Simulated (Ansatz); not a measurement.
# NaLu: the cost of one run

Program: Ansatz 0.2.0. Level of theory: DFT PBE, scalar-relativistic, plane waves, PAW. These are calculated values, not measurements.

## 1. The structure to begin with

It takes space group P4/mmm (No. 123, tetragonal). The conventional cell has a = 3.175 Å, b = 3.175 Å, c = 12.908 Å, α = 90.00°, β = 90.00°, γ = 90.00°. Na (site symmetry 4/mmm) has 4 Na at 3.17 Å and 2 Lu at 3.44 Å as nearest neighbours. Na (site symmetry 4/mmm) is surrounded by 4 Na at 3.17 Å. Lu (site symmetry 4mm) has 4 Lu at 3.17 Å and 1 Na at 3.44 Å as nearest neighbours.

Coordinates:

```cif
data_structure
_symmetry_space_group_name_H-M 'P 1'
_symmetry_Int_Tables_number 1
_cell_length_a 3.1748
_cell_length_b 3.1748
_cell_length_c 12.9080
_cell_angle_alpha 90.000
_cell_angle_beta 90.000
_cell_angle_gamma 90.000
_cell_volume 130.10
loop_
_atom_site_label
_atom_site_type_symbol
_atom_site_fract_x
_atom_site_fract_y
_atom_site_fract_z
_atom_site_occupancy
Na1 Na 0.50000 0.50000 0.50000 1
Na2 Na 0.00000 0.00000 0.00000 1
Lu1 Lu 0.50000 0.50000 0.23346 1
Lu2 Lu 0.50000 0.50000 0.76654 1
```

The cell was relaxed beforehand at this level, from a generated guess; it is a trial structure. At a tolerance of 0.05 Å it has space group P4/mmm (No. 123); it has 32.53 Å³/atom, an uncorrected energy of +0.51 eV/atom over the elements.

## 2. Electronic structure at the relaxed geometry

The input, input.yaml:

```yaml
crystal:
  lattice:
    - [3.1748066478, 0.0, 0.0]
    - [0.0, 3.1748066478, 0.0]
    - [0.0, 0.0, 12.9079932963]
  atoms:
    - { symbol: Na, position: [0.5, 0.5, 0.5] }
    - { symbol: Na, position: [0.0, 0.0, 0.0] }
    - { symbol: Lu, position: [0.5, 0.5, 0.2334642075] }
    - { symbol: Lu, position: [0.5, 0.5, 0.7665357925] }
basis:
  ecutwfc: 420
kpoints:
  mp_grid: { grid: [14, 14, 4] }
  band_path:
    path:
      - [[0.0, 0.0, 0.0], [0.0, 0.5, 0.0], [0.5, 0.5, 0.0], [0.0, 0.0, 0.0], [0.0, 0.0, 0.5], [0.0, 0.5, 0.5], [0.5, 0.5, 0.5], [0.0, 0.0, 0.5]]
      - [[0.0, 0.5, 0.0], [0.0, 0.5, 0.5]]
      - [[0.5, 0.5, 0.0], [0.5, 0.5, 0.5]]
    npoints: 14
hamiltonian:
  xc: pbe
scf:
  occupations: { method: gaussian, width: 0.1 }
  n_extra_bands: 10
output:
  forces: true
  stress: true
  eigenvalues: true
  populations: true
  dos: { projected: true, de: 0.02, nscf_kmesh: { grid: [17, 17, 5] } }
  bader: true
  write_density: true
  write_potential: true
  elf: true
  volumetric_format: npy
```

Run with:

```bash
$ ansatz run input.yaml --threads 1 --pin off --max-ram 2560MiB --backend cpu --events-out ev --progress --plain --runs-dir out
```

What time and memory should one allow on 1 thread of Arm Neoverse V2, shared host?

About 100 s, with a peak of 0.78 GiB.
